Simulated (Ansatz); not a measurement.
**Thallium, bcc under LDA: structure, energy and stiffness**

The plan for thallium in the bcc structure: relax it, solve it on a dense k-mesh, switch on spin-orbit coupling, then scale the cell to 7 volumes from 88 to 112 % of the relaxed one and try a fit of the equation of state. The k-meshes are 12×12×12 for the relaxation; 19×19×19 for the dense run; 12×12×12 for spin-orbit coupling; 13×13×13 for the volumes.

This is Tl in the bcc structure; at room conditions it is hcp.

Program: Ansatz 0.2.0. Level of theory: DFT LDA (PW92), plane waves (420 eV) with PAW, scalar-relativistic; PAW files made under PBE, frozen cores solved again for the functional. These are calculated values, not measurements.

### 1 The starting structure

The structure is cubic, space group Im-3m (No. 229). The conventional cell has a = 3.828 Å, b = 3.828 Å, c = 3.828 Å, α = 90.00°, β = 90.00°, γ = 90.00°. Tl (site symmetry m-3m) is surrounded by 8 Tl at 3.31 Å.

Coordinates:

```
CELL_PARAMETERS angstrom
-1.91378 1.91378 1.91378
1.91378 -1.91378 1.91378
1.91378 1.91378 -1.91378
ATOMIC_POSITIONS crystal
Tl 0.00000 0.00000 0.00000
```

### 2 Geometry optimisation

input.yaml reads:

```yaml
crystal:
  lattice:
    - [-1.9137783729, 1.9137783729, 1.9137783729]
    - [1.9137783729, -1.9137783729, 1.9137783729]
    - [1.9137783729, 1.9137783729, -1.9137783729]
  atoms:
    - { symbol: Tl, position: [0.0, 0.0, 0.0] }
hamiltonian:
  xc: lda
  pseudopotentials:
    kind: paw
    azcp:
      Tl: "pseudopotentials/Tl.paw.azcp"
basis:
  ecutwfc: 420
  fft_grid_basis: typed
kpoints:
  mp_grid: { grid: [12, 12, 12], shift: [0, 0, 0] }
magnetization:
  spin_polarized: false
scf:
  occupations: { method: fermi_dirac, width: 0.1 }
relax:
  max_steps: 60
  f_tol: 0.01
  cell: {}
```

Further steps of the session: Dense single point; A two-component run at the same geometry; The cell scaled to 88 % of its volume; The cell scaled to 92 % of its volume; The cell scaled to 96 % of its volume; The cell scaled to 100 % of its volume; The cell scaled to 104 % of its volume; The cell scaled to 108 % of its volume; The cell scaled to 112 % of its volume.

What does the calculation give? Wanted: space group; conventional cell; volume; shortest distance; gap on the mesh; relative to hcp; V₀, B₀, B₀′.

**Answer**, as computed:

| quantity | value |
| --- | --- |
| space group (spins left aside) | Im-3m (No. 229) |
| conventional cell | a = 3.792 Å |
| volume | 27.273 Å³/atom |
| shortest distance | 3.284 Å |
| gap on the mesh | none (levels filled in part) |
| relative to hcp | +4 meV/atom |
| V₀, B₀, B₀′ | 27.269 Å³/atom, 43 GPa, 5.4 |

In words: From the guessed start the volume shrank by 2.7 % in 4 steps. It lies 4 meV/atom above the element's reference form at the same level (hcp, from a run of its own). Levels at the Fermi energy are filled in part, as in a metal. Totals with and without spin-orbit coupling (-34.1 eV/atom apart) can't be read as binding, since the two-component data shift the zero of energy. B₀ comes out at 43 GPa. Relaxation kept the symmetry; phonons were not checked.
